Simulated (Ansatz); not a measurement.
# CH₆NSbTe: up Jacob's ladder to CCSD(T)

The task here is to estimate one member of a computed series from the others.

Computed with Ansatz 0.2.0, Gaussian basis. Level: functionals in def2-TZVPP, the program's frozen cores in correlated methods.

Levels to be run: LDA (SPW92), PBE-D4, revPBE-D4, BLYP-D4, r2SCAN-D4, B97M-V, PBE0-D4, B3LYP-D4, r2SCANh-D4, r2SCAN0-D4, HSE06-D4, BHLYP-D4, CAM-B3LYP-D4, LC-ωPBE, ωB97X-V, ωB97M-V, B2PLYP, PBE-QIDH; CCSD(T)/def2-SVP; CCSD(T)/def2-TZVPP; MP2/def2-QZVPP; extrapolation to the limit; RPA on PBE.

**The relaxed structure**

An earlier PBE0-D4 in a triple-zeta def2 set relaxation fixed the geometry. Sb, Te take the def2 core potential; no spin-orbit term is included.

SMILES `N[CH2][SbH][TeH]`, 10 atoms, charge 0, spin multiplicity 1.

Atoms are counted from 1 here; the program's logs count them from 0.

Bond lengths: N1–C2 1.434 Å, N1–H5 1.014 Å, N1–H6 1.012 Å, C2–Sb3 2.219 Å, C2–H7 1.092 Å, C2–H8 1.090 Å, Sb3–Te4 2.763 Å, Sb3–H9 1.713 Å, Te4–H10 1.660 Å. Angles: C2–N1–H5 111.2°, C2–N1–H6 112.2°, H5–N1–H6 107.8°, N1–C2–Sb3 115.1°, N1–C2–H7 110.2°, N1–C2–H8 110.2°, Sb3–C2–H7 106.3°, Sb3–C2–H8 106.7°, H7–C2–H8 107.9°, C2–Sb3–Te4 93.8°, C2–Sb3–H9 95.1°, Te4–Sb3–H9 94.5°, Sb3–Te4–H10 93.9°.

Set-up of the first run:

in.yaml

```yaml
crystal:
  periodic: [false, false, false]
  atoms:
    - {symbol: N, position_ang: [-0.721306, 1.495503, 0.162462]}
    - {symbol: C, position_ang: [0.537543, 0.822413, 0.020906]}
    - {symbol: Sb, position_ang: [0.727908, -1.070619, 1.162375]}
    - {symbol: Te, position_ang: [-1.363686, -2.296722, -0.163319]}
    - {symbol: H, position_ang: [-1.491443, 0.892906, -0.106625]}
    - {symbol: H, position_ang: [-0.886114, 1.803296, 1.111944]}
    - {symbol: H, position_ang: [1.350500, 1.468239, 0.359178]}
    - {symbol: H, position_ang: [0.718658, 0.577507, -1.025767]}
    - {symbol: H, position_ang: [1.939005, -1.736652, 0.150694]}
    - {symbol: H, position_ang: [-0.728165, -2.006973, -1.669047]}
basis:
  gaussian: {orbitals: def2-TZVPP}
hamiltonian: {xc: lda}
output: {orbitals: {seedname: orbitals}}
```

Run with:

```sh
> ansatz run in.yaml --threads 4 --pin off --events-out ev --progress --plain --max-ram 10444MiB
```

Steps of the session up to this table: LDA; PBE-D4 (GGA); revPBE-D4 (GGA); BLYP-D4 (GGA); r2SCAN-D4 (meta-GGA); B97M-V (meta-GGA); B3LYP-D4 (hybrid); r2SCANh-D4 (hybrid); r2SCAN0-D4 (hybrid); HSE06-D4 (hybrid); BHLYP-D4 (hybrid); CAM-B3LYP-D4 (range-separated); LC-ωPBE (range-separated); ωB97X-V (range-separated); ωB97M-V (range-separated); B2PLYP (double hybrid); PBE-QIDH (double hybrid).

One of the session's tables, all rows but one given; the rest of the session is left out.

It belongs to the step «Frontier levels by functional». 

| functional | HOMO (eV) | LUMO (eV) | gap (eV) |
| --- | --- | --- | --- |
| LDA (SPW92) | -5.27 | -2.35 | 2.92 |
| PBE-D4 | -5.12 | -2.12 | 3.00 |
| revPBE-D4 | -5.06 | -2.03 | 3.03 |
| BLYP-D4 | -4.98 | -2.02 | 2.96 |
| r2SCAN-D4 | -5.35 | -1.95 | 3.39 |
| B97M-V | -5.39 | -1.88 | 3.51 |
| PBE0-D4 | -6.23 | -1.43 | 4.81 |
| B3LYP-D4 | -6.03 | -1.63 | 4.40 |
| r2SCANh-D4 | -5.77 | -1.71 | 4.06 |
| r2SCAN0-D4 | -6.39 | -1.34 | 5.05 |
| HSE06-D4 | -5.85 | -1.79 | 4.06 |
| BHLYP-D4 | ? | ? | ? |
| CAM-B3LYP-D4 | -7.46 | -0.55 | 6.92 |
| LC-ωPBE | -8.72 | 0.48 | 9.20 |
| ωB97X-V | -8.42 | 0.38 | 8.80 |
| ωB97M-V | -8.32 | 0.20 | 8.52 |

Estimate the missing values for BHLYP-D4.

Worked estimate for «HOMO (eV)». Against the share of exact exchange, BLYP-D4 (0, -4.98), B3LYP-D4 (0.2, -6.03) give a slope of -5.25 per unit share; at 0.5 the line stands at -7.60.

**Answer.** HOMO (eV): -7.18; LUMO (eV): -0.68; gap (eV): 6.51. In «HOMO (eV)» the line misses by -0.42.
